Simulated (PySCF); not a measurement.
**One shape, several levels: C2H8Sn (SnEtH3)**

We compute a comparison of 3 runs (HF/STO-3G, HF/def2-SVPD, PBE/def2-TZVP) of C2H8Sn (SnEtH3). 

The calculation is run with PySCF 2.14.0.

## Step 1: The molecule

C2H8Sn: 11 atoms, total charge 0, spin state singlet. As SMILES, `[H][Sn]([H])([H])[CH2]C`. The shape comes from GFN2-xTB, which is rough for such elements, and wasn't checked as a minimum.

Bond lengths: Sn1–C2 2.168 Å, C2–C3 1.516 Å, C2–H4 1.089 Å, C2–H5 1.089 Å, C3–H6 1.089 Å, C3–H7 1.087 Å, C3–H8 1.087 Å, Sn1–H9 1.663 Å, Sn1–H10 1.663 Å, Sn1–H11 1.664 Å. Some angles: Sn1–C2–C3 113.4°, Sn1–C2–H4 108.1°, Sn1–C2–H5 108.0°, C3–C2–H4 110.0°, C3–C2–H5 110.0°, C2–Sn1–H9 112.1°, C2–Sn1–H10 112.3°, C2–Sn1–H11 112.5°, C2–C3–H6 109.9°, C2–C3–H7 111.1°.

## Step 2: Energy and gradient at HF/STO-3G (run 1)

The input, input.py:

```python
from pyscf import gto, scf

mol = gto.M(
    atom=[
    ('Sn', (-0.309560, -0.423850, -1.524430)),
    ('C', (-0.282710, -0.405080, 0.643750)),
    ('C', (0.528460, 0.735360, 1.226280)),
    ('H', (0.116870, -1.358130, 0.986000)),
    ('H', (-1.312100, -0.345770, 0.993120)),
    ('H', (0.498700, 0.693790, 2.313780)),
    ('H', (1.568190, 0.676350, 0.913600)),
    ('H', (0.133630, 1.698840, 0.913700)),
    ('H', (1.223450, -0.429190, -2.168730)),
    ('H', (-1.070030, 0.913050, -2.156800)),
    ('H', (-1.094910, -1.755380, -2.140270)),
],
    verbose=3,
    max_memory=1860,
    basis='sto-3g',
)

mf = scf.RHF(mol)
mf.conv_tol = 1e-10
mf.kernel()
if not mf.converged:
    mf = mf.newton().run(mf.mo_coeff, mf.mo_occ)

e_final = mf.e_tot
print('E = %.10f Eh' % e_final)
grad = mf.nuc_grad_method().kernel()
mf.analyze()
```

Run with:

```
$ OMP_NUM_THREADS=1 python input.py
```

Output:

```text
converged SCF energy = -6042.7813356486
E = -6042.7813356486 Eh
--------------- RHF gradients ---------------
         x                y                z
0 Sn     0.0003298447     0.0004388210     0.0131550358
1 C     0.0134366406     0.0183521805     0.0317987901
2 C    -0.0070281243    -0.0094556266    -0.0114797999
3 H     0.0018076754    -0.0041098712    -0.0022816417
4 H    -0.0045382451     0.0004032598    -0.0023336011
5 H    -0.0027321445    -0.0038174652     0.0004696419
6 H     0.0003800178    -0.0016340457    -0.0015365077
7 H    -0.0014858931    -0.0003011025    -0.0014829584
8 H     0.0079512428     0.0004343321    -0.0087174098
9 H    -0.0036849589     0.0070713178    -0.0088038705
10 H    -0.0044360554    -0.0073818000    -0.0087876786
----------------------------------------------
**** MO energy ****
MO #1   energy= -1029.88491186996  occ= 2
MO #2   energy= -153.516439007236  occ= 2
MO #3   energy= -145.346013600577  occ= 2
MO #4   energy= -145.346009751474  occ= 2
MO #5   energy= -145.345981071772  occ= 2
MO #6   energy= -29.5908285144372  occ= 2
MO #7   energy= -26.5729237456596  occ= 2
MO #8   energy= -26.5729229120835  occ= 2
MO #9   energy= -26.5727422049693  occ= 2
MO #10  energy= -18.1751858758109  occ= 2
MO #11  energy= -18.17517580389    occ= 2
MO #12  energy= -18.1746301133839  occ= 2
MO #13  energy= -18.1744649328487  occ= 2
MO #14  energy= -18.1744563341663  occ= 2
MO #15  energy= -11.0314417068786  occ= 2
MO #16  energy= -10.990118315461   occ= 2
MO #17  energy= -4.79575085356815  occ= 2
MO #18  energy= -3.54810538067251  occ= 2
MO #19  energy= -3.54810013226098  occ= 2
MO #20  energy= -3.54719981709469  occ= 2
MO #21  energy= -0.974680699518362 occ= 2
MO #22  energy= -0.878192509167062 occ= 2
MO #23  energy= -0.878053323968103 occ= 2
MO #24  energy= -0.874222190289233 occ= 2
MO #25  energy= -0.867901842667686 occ= 2
MO #26  energy= -0.867800604094721 occ= 2
MO #27  energy= -0.783971735671941 occ= 2
MO #28  energy= -0.57151736079758  occ= 2
MO #29  energy= -0.570899008265256 occ= 2
MO #30  energy= -0.524016642396765 occ= 2
MO #31  energy= -0.468604588492795 occ= 2
MO #32  energy= -0.454604494580638 occ= 2
MO #33  energy= -0.373974961440308 occ= 2
MO #34  energy= -0.372430756995557 occ= 2
MO #35  energy= -0.327108475192203 occ= 2
MO #36  energy= 0.416738484837576  occ= 0
MO #37  energy= 0.475215053825669  occ= 0
MO #38  energy= 0.475528825207871  occ= 0
MO #39  energy= 0.528721668427107  occ= 0
MO #40  energy= 0.658299850685659  occ= 0
MO #41  energy= 0.697837507232618  occ= 0
MO #42  energy= 0.727007987771118  occ= 0
MO #43  energy= 0.760583411122421  occ= 0
MO #44  energy= 0.801766078433588  occ= 0
MO #45  energy= 0.803821261532228  occ= 0
 ** Mulliken atomic charges  **
charge of    0Sn =      0.65686
charge of    1C =     -0.19431
charge of    2C =     -0.09902
charge of    3H =      0.01910
charge of    4H =      0.01905
charge of    5H =      0.02758
charge of    6H =      0.02654
charge of    7H =      0.02612
charge of    8H =     -0.16106
charge of    9H =     -0.16102
charge of   10H =     -0.15984
Dipole moment(X, Y, Z, Debye): -0.07351, -0.10918,  0.22237
```

It took 9.9 s on 1 thread of Intel Xeon at 2.50GHz (Skylake/Cascade Lake), shared host; peak memory 0.12 GiB.

## Step 3: Energy and gradient at HF/def2-SVPD (core potential) (run 2)

The input, mol.xyz:

```xyz
11
C2H8Sn
Sn    -0.309560    -0.423850    -1.524430
C     -0.282710    -0.405080     0.643750
C      0.528460     0.735360     1.226280
H      0.116870    -1.358130     0.986000
H     -1.312100    -0.345770     0.993120
H      0.498700     0.693790     2.313780
H      1.568190     0.676350     0.913600
H      0.133630     1.698840     0.913700
H      1.223450    -0.429190    -2.168730
H     -1.070030     0.913050    -2.156800
H     -1.094910    -1.755380    -2.140270
```

The input, input.py:

```python
# SnEtH3
from pyscf import gto

mol = gto.M(
    atom='mol.xyz',
    ecp={'Sn': 'def2-svp'},
    spin=0,
    charge=0,
    max_memory=1860,
    basis='def2-svpd',
    verbose=3,
)

hf = mol.RHF()
hf.conv_tol = 1e-10
hf.kernel()
if not hf.converged:
    hf = hf.newton().run(hf.mo_coeff, hf.mo_occ)

etot = hf.e_tot
print('E = %.10f Eh' % etot)
grad = hf.nuc_grad_method().kernel()
dip = hf.dip_moment()
pop, q = hf.mulliken_pop()
```

Run with:

```
$ OMP_NUM_THREADS=1 python input.py
```

Output:

```text
converged SCF energy = -293.646234416929
[... 9 lines left out ...]
Dipole moment(X, Y, Z, Debye):  0.00678, -0.00467,  1.07039
[... 109 lines left out ...]
pop of  7 H 2pz           0.00494
pop of  7 H 3px           0.00783
pop of  7 H 3py           0.03003
pop of  7 H 3pz           0.00374
pop of  8 H 1s            0.70509
pop of  8 H 2s            0.42529
pop of  8 H 2px           0.00760
pop of  8 H 2py           0.00069
pop of  8 H 2pz           0.00211
pop of  8 H 3px           0.00536
pop of  8 H 3py          -0.00267
pop of  8 H 3pz           0.00740
pop of  9 H 1s            0.70503
pop of  9 H 2s            0.42587
pop of  9 H 2px           0.00239
pop of  9 H 2py           0.00594
pop of  9 H 2pz           0.00207
pop of  9 H 3px          -0.00022
pop of  9 H 3py           0.00302
pop of  9 H 3pz           0.00710
pop of  10 H 1s           0.70466
pop of  10 H 2s           0.41735
pop of  10 H 2px          0.00250
pop of  10 H 2py          0.00589
pop of  10 H 2pz          0.00199
pop of  10 H 3px          0.00008
pop of  10 H 3py          0.00443
pop of  10 H 3pz          0.00302
 ** Mulliken atomic charges  **
charge of    0Sn =      0.68426
charge of    1C =     -0.60349
charge of    2C =      0.19697
charge of    3H =      0.05111
charge of    4H =      0.05453
charge of    5H =      0.04753
charge of    6H =      0.00479
charge of    7H =      0.00627
charge of    8H =     -0.15087
charge of    9H =     -0.15120
charge of   10H =     -0.13992
```

Wall time 56 s (1 thread of Intel Xeon at 2.50GHz (Skylake/Cascade Lake), shared host); peak memory 0.45 GiB.

## Step 4: Energy and forces at PBE/def2-TZVP (core potential) (run 3)

The input, job.py:

```python
from pyscf import gto, dft

mol = gto.M(
    atom='''
Sn      -0.309560      -0.423850      -1.524430
C       -0.282710      -0.405080       0.643750
C        0.528460       0.735360       1.226280
H        0.116870      -1.358130       0.986000
H       -1.312100      -0.345770       0.993120
H        0.498700       0.693790       2.313780
H        1.568190       0.676350       0.913600
H        0.133630       1.698840       0.913700
H        1.223450      -0.429190      -2.168730
H       -1.070030       0.913050      -2.156800
H       -1.094910      -1.755380      -2.140270
''',
    verbose=4,
    max_memory=1860,
    spin=0,
    ecp={'Sn': 'def2-svp'},
    basis='def2-tzvp',
)

mf = dft.RKS(mol, xc='pbe')
mf.grids.level = 5
mf.conv_tol = 1e-10
mf.kernel()
if not mf.converged:
    mf = mf.newton().run(mf.mo_coeff, mf.mo_occ)

e_final = mf.e_tot
print('E = %.10f Eh' % e_final)
grad = mf.nuc_grad_method().kernel()
mf.analyze()
```

Run with:

```
$ OMP_NUM_THREADS=1 python job.py
```

Output:

```text
PySCF version 2.14.0

[... 104 lines left out ...]
Nuclear Repulsion Energy =             139.254025002785028
[... 16 lines left out ...]
MO #11  energy= -0.917473162161998 occ= 2
[... 14 lines left out ...]
MO #26  energy= 0.0473469247614311 occ= 0
[... 14 lines left out ...]
MO #41  energy= 0.283753679709196  occ= 0
[... 14 lines left out ...]
MO #56  energy= 0.576708699639477  occ= 0
[... 14 lines left out ...]
MO #71  energy= 0.995838202173896  occ= 0
[... 14 lines left out ...]
MO #86  energy= 1.5085600911796    occ= 0
[... 14 lines left out ...]
MO #101 energy= 1.99127818752106   occ= 0
[... 14 lines left out ...]
MO #116 energy= 2.39934344077039   occ= 0
[... 14 lines left out ...]
MO #131 energy= 2.99867628732759   occ= 0
[... 14 lines left out ...]
MO #146 energy= 3.83394904754292   occ= 0
[... 15 lines left out ...]
WARN: Weak orthogonality for localized orbitals 4.1745694778893334e-09
[... 136 lines left out ...]
pop of  6 H 2px           0.00058
pop of  6 H 2py           0.00009
pop of  6 H 2pz           0.00012
pop of  7 H 1s            0.87619
pop of  7 H 2s            0.00481
pop of  7 H 3s            0.00266
pop of  7 H 2px           0.00015
pop of  7 H 2py           0.00053
pop of  7 H 2pz           0.00013
pop of  8 H 1s            1.52594
pop of  8 H 2s            0.03980
pop of  8 H 3s            0.01011
pop of  8 H 2px           0.04381
pop of  8 H 2py           0.00137
pop of  8 H 2pz           0.01083
pop of  9 H 1s            1.52369
pop of  9 H 2s            0.03307
pop of  9 H 3s            0.01046
pop of  9 H 2px           0.01276
pop of  9 H 2py           0.02318
pop of  9 H 2pz           0.00733
pop of  10 H 1s           1.52170
pop of  10 H 2s           0.03263
pop of  10 H 3s           0.01013
pop of  10 H 2px          0.01297
pop of  10 H 2py          0.02228
pop of  10 H 2pz          0.00688
 ** Mulliken atomic charges  **
charge of    0Sn =      2.59421
charge of    1C =     -0.95398
charge of    2C =     -0.36298
charge of    3H =      0.11282
charge of    4H =      0.11263
charge of    5H =      0.11470
charge of    6H =      0.11602
charge of    7H =      0.11554
charge of    8H =     -0.63185
charge of    9H =     -0.61050
charge of   10H =     -0.60660
Dipole moment(X, Y, Z, Debye):  0.02243,  0.01955,  1.10989
```

Wall time 3.7 min (1 thread of Intel Xeon at 2.50GHz (Skylake/Cascade Lake), shared host); peak memory 2 GiB.

## Step 5: All runs side by side

```tsv
run	level	core potential	integration grid	energy (Eh)	dipole moment (D)	HOMO energy (eV)	LUMO energy (eV)	wall time
1	HF/STO-3G	–	–	-6042.781336	0.26	-8.90	11.34	9.9 s
2	HF/def2-SVPD (core potential)	def2-svp	–	-293.646234	1.07	-10.64	1.95	56 s
3	PBE/def2-TZVP (core potential)	def2-svp	5	-295.189283	1.11	-6.72	-0.44	3.7 min
```

## Step 6: Summary of results

| quantity | value |
| --- | --- |
| run 3: total energy | -295.18928 Eh |
| run 3: dipole moment | 1.11 D |
| run 3: HOMO energy | -6.72 eV |
| run 3: LUMO energy | -0.44 eV |
| run 3: HOMO–LUMO gap | 6.28 eV |
| run 3: largest force on an atom | 0.924 eV/Å |

The dipole moment (its size) runs from 0.26 D (HF/STO-3G) to 1.11 D (PBE/def2-TZVP). The two ends differ in method and basis and core potential. The HOMO–LUMO gap runs from 6.28 eV (PBE/def2-TZVP) to 20.24 eV (HF/STO-3G). Some runs of one species differ in core potentials or relativity; totals across that change don't compare. In run 1 the basis is minimal, so the values are rough. In run 1 relativity is left out where basis or elements ask for it. All runs together took 4.8 min, the longest 3.7 min.
